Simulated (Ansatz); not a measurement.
# Gd2YN3: the cost of one run

Method: DFT PBE, scalar-relativistic, plane waves, PAW, unless a step names another level, in Ansatz 0.2.0.

2 further runs of the same task are left out: 2 that didn't finish. Runs told in other sessions of the task aren't counted.

## (1) The system as given

Symmetry: P-3m1, No. 164, trigonal system. Conventional cell: a = 3.506 Å, b = 3.506 Å, c = 8.591 Å, α = 90.00°, β = 90.00°, γ = 120.00°. Around Y (site symmetry -3m) lie 6 N at 2.47 Å. Gd (site symmetry 3m) has 6 N at 2.49 Å in its first shell of neighbours. N (site symmetry 3m) has 3 Y at 2.47 Å and 3 Gd at 2.49 Å in its first shell of neighbours. N (site symmetry -3m) is surrounded by 6 Gd at 2.49 Å.

Structure file:

```xyz
6
Lattice="3.5057 0.0000 0.0000 -1.7529 3.0361 0.0000 0.0000 0.0000 8.5914" Properties=species:S:1:pos:R:3 pbc="T T T"
Y     0.0000    0.0000    0.0000
Gd    0.0000    2.0240    2.8514
Gd    1.7529    1.0120    5.7400
N     1.7529    1.0120    1.4091
N     0.0000    2.0240    7.1823
N     0.0000    0.0000    4.2957
```

It came out lowest among 14 distinct ends of the trial cells. At a tolerance of 0.05 Å it has space group P-3m1 (No. 164). Site moments: 0.0 6.9 6.9 0.0 0.0 -0.1 μB.

## (2) A stricter relaxation, on the response runs' mesh and smearing

The input, input.yaml:

```yaml
crystal:
  lattice:
    - [3.5057363823, 0.0, 0.0]
    - [-1.7528681912, 3.036056766, 0.0]
    - [0.0, 0.0, 8.5914278997]
  atoms:
    - { symbol: "Y", position: [0.0, 0.0, 0.0] }
    - { symbol: Gd, position: [0.3333333333, 0.6666666667, 0.3318946701], spin: 7.54 }
    - { symbol: Gd, position: [0.6666666667, 0.3333333333, 0.6681053299], spin: 7.54 }
    - { symbol: "N", position: [0.6666666667, 0.3333333333, 0.1640166663] }
    - { symbol: "N", position: [0.3333333333, 0.6666666667, 0.8359833337] }
    - { symbol: "N", position: [0.0, 0.0, 0.5] }
basis:
  ecutwfc: 420
kpoints:
  mp_grid: { grid: [12, 12, 4] }
hamiltonian:
  xc: pbe
scf:
  occupations: { method: gaussian, width: 0.1 }
output:
  forces: true
  stress: true
  eigenvalues: true
  populations: true
magnetization:
  spin_polarized: true
relax:
  adjacent_minimum: "off"
  f_tol: 0.001
  max_steps: 60
  cell: { stress_tol: 0.01 }
```

Command:

```bash
ansatz run input.yaml --threads 3 --pin off --max-ram 7680MiB --backend cpu --events-out ev --progress --plain --runs-dir out
```

Q: Estimate wall time and peak memory on 3 threads of Intel Xeon Platinum 8259CL at 2.50GHz (Skylake/Cascade Lake), shared host.

About 87 s, with a peak of 0.8 GiB.
